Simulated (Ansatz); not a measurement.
Here is an Ansatz 0.2.0 calculation.

Contents of input.yaml:

```yaml
crystal:
  lattice:
    - [4.065138, 0.0, 0.0]
    - [0.0, 4.065138, 0.0]
    - [0.0, 0.0, 4.065138]
  atoms:
    - { symbol: Ru, position: [0.5, 0.5, 0.0] }
    - { symbol: Ru, position: [0.5, 0.0, 0.5] }
    - { symbol: Ru, position: [0.0, 0.5, 0.5] }
    - { symbol: Nb, position: [0.0, 0.0, 0.0] }
    - { symbol: C, position: [0.5, 0.5, 0.5] }
hamiltonian:
  xc: lda
  pseudopotentials: { kind: paw }
kpoints:
  mp_grid: { grid: [7, 7, 7] }
scf:
  occupations: { method: fermi_dirac, width: 0.05 }
  n_extra_bands: 12
output:
  forces: true
  stress: true
  eigenvalues: true
  dos: { projected: true, de: 0.05, nscf_kmesh: { grid: [11, 11, 11] } }
```

Potentials or basis: Ansatz PAW.

Run with:

```console
$ ansatz run input.yaml --threads 2 --pin off --max-ram 5632MiB --backend cpu --events-out ev --progress --plain --runs-dir out
```

(1) Predict the pressure.

(2) Estimate the band gap on the k mesh.

(3) What does it give for the density of states at the Fermi level?

## Answers

(1) -16.9 GPa.

(2) none (metal or under the smearing width).

(3) 3.58 states/eV per cell.

Caveat: the PAW data sets come from PBE, with cores solved anew for the run's functional, which leaves a small shift of forces and pressure; the density of states is complete only up to the lowest level of the last band computed.
